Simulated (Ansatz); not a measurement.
# CH₉HfNO₃Si: up Jacob's ladder to CCSD(T)

An exercise on one series of results from a longer session: the logs are not shown, and one member is left open.

Method: functionals in def2-TZVPP, the program's frozen cores in correlated methods; program: Ansatz 0.2.0, Gaussian basis.

The runs, in order: LDA (SPW92), PBE-D4, revPBE-D4, BLYP-D4, r2SCAN-D4, B97M-V, PBE0-D4, B3LYP-D4, r2SCANh-D4, r2SCAN0-D4, HSE06-D4, BHLYP-D4, CAM-B3LYP-D4, LC-ωPBE, ωB97X-V, ωB97M-V, B2PLYP, PBE-QIDH; CCSD(T)/def2-SVP; CCSD(T)/def2-TZVPP; MP2/def2-QZVPP; extrapolation to the limit; RPA on PBE.

2 further runs of the same task are left out: 1 for a known fault of the program, 1 that didn't finish.

### The geometry

The geometry comes from an earlier relaxation with PBE0-D4 in a triple-zeta def2 set; it is a stationary point, not always the lowest conformer. Hf takes the def2 core potential; no spin-orbit term is included.

SMILES `C[O][Hf]([NH2])([OH])[O][SiH3]`, 16 atoms, charge 0, spin multiplicity 1.

Atoms are counted from 1 here; the program's logs count them from 0.

Bond lengths: C1–O2 1.386 Å, C1–H8 1.096 Å, C1–H9 1.096 Å, C1–H10 1.096 Å, O2–Hf3 1.917 Å, Hf3–N4 2.041 Å, Hf3–O5 1.929 Å, Hf3–O6 1.965 Å, N4–H11 1.010 Å, N4–H12 1.010 Å, O5–H13 0.951 Å, O6–Si7 1.623 Å, Si7–H14 1.490 Å, Si7–H15 1.489 Å, Si7–H16 1.489 Å. Angles: O2–C1–H8 110.6°, O2–C1–H9 110.9°, O2–C1–H10 110.7°, H8–C1–H9 108.1°, H8–C1–H10 108.2°, H9–C1–H10 108.2°, C1–O2–Hf3 176.7°, O2–Hf3–N4 107.9°, O2–Hf3–O5 115.3°, O2–Hf3–O6 107.3°, N4–Hf3–O5 106.7°, N4–Hf3–O6 110.0°, O5–Hf3–O6 109.7°, Hf3–N4–H11 124.9°, Hf3–N4–H12 126.4°, H11–N4–H12 108.7°, Hf3–O5–H13 162.2°, Hf3–O6–Si7 173.0° and more.

As a file:

```csv
atom,x (Å),y (Å),z (Å)
C1,1.4831,-1.2291,2.2849
O2,1.1196,-0.6447,1.0813
Hf3,0.6019,0.2591,-0.5280
N4,0.8306,-1.0464,-2.0806
O5,1.6412,1.8247,-0.9637
O6,-1.2905,0.7528,-0.3384
Si7,-2.8868,1.0471,-0.3426
H8,1.9159,-2.2213,2.1160
H9,2.2271,-0.6170,2.8067
H10,0.6120,-1.3419,2.9398
H11,1.1364,-0.7931,-3.0091
H12,0.6660,-2.0421,-2.0553
H13,2.1507,2.6237,-0.8852
H14,-3.6570,-0.2278,-0.3282
H15,-3.2778,1.8170,-1.5558
H16,-3.2723,1.8390,0.8584
```

Set-up of the first run:

Contents of in.yaml:

```yaml
crystal:
  periodic: [false, false, false]
  atoms:
    - {symbol: C, position_ang: [1.483115, -1.229132, 2.284878]}
    - {symbol: O, position_ang: [1.119590, -0.644709, 1.081318]}
    - {symbol: Hf, position_ang: [0.601870, 0.259131, -0.527967]}
    - {symbol: N, position_ang: [0.830598, -1.046379, -2.080621]}
    - {symbol: O, position_ang: [1.641167, 1.824712, -0.963728]}
    - {symbol: O, position_ang: [-1.290517, 0.752816, -0.338450]}
    - {symbol: Si, position_ang: [-2.886774, 1.047100, -0.342612]}
    - {symbol: H, position_ang: [1.915931, -2.221341, 2.115988]}
    - {symbol: H, position_ang: [2.227058, -0.617046, 2.806737]}
    - {symbol: H, position_ang: [0.611985, -1.341899, 2.939761]}
    - {symbol: H, position_ang: [1.136362, -0.793070, -3.009124]}
    - {symbol: H, position_ang: [0.666004, -2.042147, -2.055276]}
    - {symbol: H, position_ang: [2.150717, 2.623700, -0.885218]}
    - {symbol: H, position_ang: [-3.657005, -0.227750, -0.328236]}
    - {symbol: H, position_ang: [-3.277807, 1.817045, -1.555827]}
    - {symbol: H, position_ang: [-3.272312, 1.838957, 0.858365]}
basis:
  gaussian: {orbitals: def2-TZVPP}
hamiltonian: {xc: lda}
output: {orbitals: {seedname: orbitals}}
```

Run with:

```sh
$ ansatz run in.yaml --threads 2 --pin off --events-out ev --progress --plain --max-ram 20480MiB --backend cuda --devices 0, --max-vram 18GiB
```

Among the steps run: LDA; PBE-D4 (GGA); revPBE-D4 (GGA); BLYP-D4 (GGA); r2SCAN-D4 (meta-GGA); B97M-V (meta-GGA); B3LYP-D4 (hybrid); r2SCANh-D4 (hybrid); r2SCAN0-D4 (hybrid); HSE06-D4 (hybrid); BHLYP-D4 (hybrid); CAM-B3LYP-D4 (range-separated); LC-ωPBE (range-separated); ωB97X-V (range-separated); ωB97M-V (range-separated); B2PLYP (double hybrid); PBE-QIDH (double hybrid).

One of the session's tables, all rows but one given; the rest of the session is left out.

It belongs to the step «Frontier levels by functional». 

```
  functional  HOMO (eV)  gap (eV)
 LDA (SPW92)      -5.83      4.79
      PBE-D4      -5.65      4.80
   revPBE-D4      -5.58      4.84
     BLYP-D4      -5.52      4.71
   r2SCAN-D4          ?         ?
      B97M-V      -6.02      5.20
     PBE0-D4      -7.06      6.94
    B3LYP-D4      -6.80      6.41
  r2SCANh-D4      -6.47      6.35
  r2SCAN0-D4      -7.27      7.46
    HSE06-D4      -6.65      6.18
    BHLYP-D4      -8.37      8.81
CAM-B3LYP-D4      -8.48      9.06
     LC-ωPBE      -9.89     11.65
     ωB97X-V      -9.51     11.04
     ωB97M-V      -9.43     10.49
```

Q: Estimate the row for r2SCAN-D4 from the others.

Worked estimate for «HOMO (eV)». Against the share of exact exchange, r2SCANh-D4 (0.1, -6.47), r2SCAN0-D4 (0.25, -7.27) give a slope of -5.33 per unit share; at 0 the line stands at -5.94.

The run gave: HOMO (eV): -5.95; gap (eV): 5.60. In «HOMO (eV)» the line misses by +0.01.
